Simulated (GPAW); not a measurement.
# HPbNO4 in GPAW: the effect of functional

HPbNO4:

```
CELL_PARAMETERS angstrom
3.85707 0.00178 -0.03658
0.17353 4.33436 -0.01647
0.75803 0.83873 5.87662
ATOMIC_POSITIONS crystal
H 0.61511 0.89559 0.19844
Pb 0.64597 0.44651 0.91685
N 0.71474 0.23810 0.50058
O 0.16958 0.47007 0.77768
O 0.62919 0.97045 0.49845
O 0.56424 0.92583 0.03849
O 0.78022 0.42250 0.31951
```

The cell was built by a generator and needn't be a form met in nature.

Alike in all runs:

| Item | Value |
| --- | --- |
| Program | GPAW 26.7.0 |
| Task | band structure |
| Cutoff | 800 eV |
| Basis | pw |
| k mesh | 5 × 5 × 3 |
| Occupations | fermi-dirac, width 0.05 eV |
| Spin | no spin polarisation |

```csv
functional,potentials or basis,pressure (GPa),largest force (eV/Å)
LDA,the program's PAW data sets (release 1.2.1) made for this functional,?,?
PBEsol,PAW data sets generated in the run's folder for this functional,-3.7,0.38
AM05,PAW data sets generated in the run's folder for this functional,-3.1,0.51
PW91,PAW data sets generated in the run's folder for this functional,-0.9,0.11
r2SCAN,GPAW PAW data sets (gpaw-data 1.2.1),-4.6,0.52
```

Question: What does the run with functional LDA give?

Answer: Pressure -6.9 GPa; largest force 0.80 eV/Å.

Caveats: the PAW data sets were made with another functional, which shifts forces and pressure a little (some runs).

Runs at the PBE level aren't shown here.
